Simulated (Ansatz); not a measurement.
# C₂H₆OSSi: a ladder of functionals and wavefunction methods

An exercise on one series of results from a longer session: the logs are not shown, and one member is left open.

The runs use Ansatz 0.2.0, Gaussian basis; functionals in def2-TZVPP, the program's frozen cores in correlated methods.

Levels to be run: PBE-D4, r2SCAN-D4, PBE0-D4, B3LYP-D4, ωB97X-V, ωB97M-V, B2PLYP; CCSD(T)/def2-TZVPP; MP2/def2-QZVPP; extrapolation to the limit.

### The geometry

The geometry comes from an earlier relaxation with PBE0-D4 in a triple-zeta def2 set; it is a stationary point, not always the lowest conformer.

SMILES `S[SiH]1CCO1`, 11 atoms, charge 0, spin multiplicity 1.

Atoms are counted from 1 here; the program's logs count them from 0.

Bond lengths: S1–Si2 2.128 Å, S1–H6 1.342 Å, Si2–C3 1.869 Å, Si2–O5 1.664 Å, Si2–H7 1.484 Å, C3–C4 1.543 Å, C3–H8 1.089 Å, C3–H9 1.089 Å, C4–O5 1.449 Å, C4–H10 1.093 Å, C4–H11 1.093 Å. Angles: Si2–S1–H6 94.0°, S1–Si2–C3 116.4°, S1–Si2–O5 116.7°, S1–Si2–H7 106.3°, C3–Si2–O5 82.0°, C3–Si2–H7 120.9°, O5–Si2–H7 113.5°, Si2–C3–C4 82.8°, Si2–C3–H8 116.8°, Si2–C3–H9 116.8°, C4–C3–H8 114.5°, C4–C3–H9 114.6°, H8–C3–H9 109.3°, C3–C4–O5 101.8°, C3–C4–H10 113.5°, C3–C4–H11 113.4°, O5–C4–H10 109.5°, O5–C4–H11 109.4° and more.

The first run:

Input file in.yaml:

```yaml
crystal:
  periodic: [false, false, false]
  atoms:
    - {symbol: S, position_ang: [-2.389381, 0.071267, 1.107690]}
    - {symbol: Si, position_ang: [-0.362475, 0.512945, 0.632176]}
    - {symbol: C, position_ang: [0.677670, -0.915813, 0.023244]}
    - {symbol: C, position_ang: [0.735754, -0.070880, -1.267030]}
    - {symbol: O, position_ang: [-0.061112, 1.083143, -0.901531]}
    - {symbol: H, position_ang: [-2.514325, 1.103237, 1.957016]}
    - {symbol: H, position_ang: [0.130992, 1.412305, 1.705200]}
    - {symbol: H, position_ang: [0.175683, -1.875979, -0.087164]}
    - {symbol: H, position_ang: [1.640354, -1.066060, 0.510348]}
    - {symbol: H, position_ang: [0.286044, -0.564497, -2.131919]}
    - {symbol: H, position_ang: [1.745997, 0.253435, -1.527430]}
basis:
  gaussian: {orbitals: def2-TZVPP}
hamiltonian: {xc: pbe, dispersion: d4}
output: {forces: true, orbitals: {seedname: orbitals}}
```

Started as:

```console
ansatz run in.yaml --threads 4 --pin off --events-out ev --progress --plain --max-ram 10444MiB
```

Steps of the session up to this table: PBE-D4 (GGA); r2SCAN-D4 (meta-GGA); PBE0-D4 (hybrid); B3LYP-D4 (hybrid); ωB97X-V (range-separated); ωB97M-V (range-separated); B2PLYP (double hybrid); CCSD(T) in def2-TZVPP; MP2 in def2-QZVPP.

One of the session's tables, all rows but one given; the rest of the session is left out.

| method | atomisation energy (kcal/mol) |
| --- | --- |
| PBE-D4 | 1007.6 |
| r2SCAN-D4 | 993.2 |
| PBE0-D4 | 991.7 |
| B3LYP-D4 | 985.1 |
| ωB97X-V | 995.1 |
| ωB97M-V | 994.7 |
| B2PLYP | 975.7 |
| HF/def2-TZVPP | ? |
| MP2/def2-TZVPP | 980.2 |
| CCSD/def2-TZVPP | 947.2 |
| CCSD(T)/def2-TZVPP | 962.7 |
| MP2/CBS | 1007.6 |
| CCSD(T)/CBS | 990.2 |

Q: Estimate the row for HF/def2-TZVPP from the others.

The run gave: atomisation energy (kcal/mol): 715.8. In the column «atomisation energy (kcal/mol)» it is the lowest.

Caveats from the session: Free atoms (1 S, 1 Si, 2 C, 1 O, 6 H) were run apart at each level; the atomisation energy is their sum less the molecule, without zero-point or spin-orbit terms.
